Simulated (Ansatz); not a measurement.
## BaZn and its free atoms: a cohesive energy from free atoms, step by step

Computed with Ansatz's Python interface.

Run as a notebook:

**Cell 1**
```python
from collections import Counter
import warnings

import ansatz as az
```

**Cell 2**
```python
PHASES = {
    "BaZn": (
        [(4.078513, 0.0, 0.0), (0.0, 4.078513, 0.0), (0.0, 0.0, 4.078513)],
        [
            ("Ba", (0.0, 0.0, 0.0)),
            ("Zn", (0.5, 0.5, 0.5)),
        ],
    ),
}
```

**Cell 3**
```python
def build(vectors, sites):
    crystal = az.Crystal(lattice=az.Lattice.of(vectors))
    for symbol, position in sites:
        crystal = crystal.atom(symbol, position)
    return crystal
```

**Cell 4**
```python
def counts(outcome):
    return Counter(site.symbol for site in outcome.lattice.sites)
```

**Cell 5**
```python
UNPAIRED = {"Ba": 0, "Zn": 0}  # unpaired electrons of the free atoms
```

**Cell 6**
```python
def compute(name, crystal):
    calc = (
        crystal.calculation()
        .functional("r2SCAN")
        .basis(550)
        .kpoints(spacing=0.27)  # sampling of the Brillouin zone
        .occupations("fermi_dirac", width=0.02)
    )
    if name.endswith(" atom"):
        calc = calc.kpoints(1, 1, 1).occupations("fermi_dirac", width=0.01)
        if UNPAIRED[name.split()[0]]:
            calc = calc.spin("collinear")
        return calc.run(threads=1)
    calc = calc.relax(force_tolerance=0.03, cell=True)
    return calc.run(threads=1)
```

**Cell 7**
```python
warnings.simplefilter("ignore")
```

**Cell 8**
```python
phases = {name: build(*cell) for name, cell in PHASES.items()}
# free atoms: a low-symmetry box, moments by the rule of Hund
for element, moment in UNPAIRED.items():
    phases[f"{element} atom"] = az.Lattice.orthorhombic(10.0, 10.5, 11.0).atom(element, (0.5, 0.5, 0.5), moment=moment or None)
```

**Cell 9**
```python
done = {}
for name, crystal in phases.items():
    done[name] = compute(name, crystal)
    print(f"{name}: {done[name].report['energy_sigma0_ev']:.4f} eV, {len(done[name].lattice.sites)} atoms")

print({element: round(done[f"{element} atom"].report["magnetization_mub"], 2) for element in UNPAIRED}, "muB on the free atoms")
solid = done["BaZn"]
n = counts(solid)
binding = (sum(k * done[f"{e} atom"].report["energy_sigma0_ev"] for e, k in n.items()) - solid.report["energy_sigma0_ev"]) / sum(n.values())
print(f"cohesive energy {binding:.3f} eV/atom = {96.4853 * binding:.0f} kJ/mol of atoms (no zero-point energy)")
```
Output:
```text
BaZn: -9290.4585 eV, 2 atoms
Ba atom: -5962.5050 eV, 1 atoms
Zn atom: -3324.1998 eV, 1 atoms
{'Ba': 0.0, 'Zn': 0.0} muB on the free atoms
cohesive energy 1.877 eV/atom = 181 kJ/mol of atoms (no zero-point energy)
```

Reading the output:
- Absolute energies stand on the zero of these potentials, so only differences at equal settings mean something.
- Other magnetic orders than the one started from may lie lower.
- For the metals among these phases the mesh is modest: differences between phases can be off by up to 40 meV an atom.
- r2SCAN tends to overestimate the moments of itinerant magnets.
- The cells come from databases of deposited and of computed structures, and not all need be stable phases.
- Free atoms in a box carry small image and symmetry errors, and spin-orbit coupling is left out.
- The whole script took 51 s on 1 thread of Arm Neoverse V2 (shared host), peak memory 2.4 GiB.
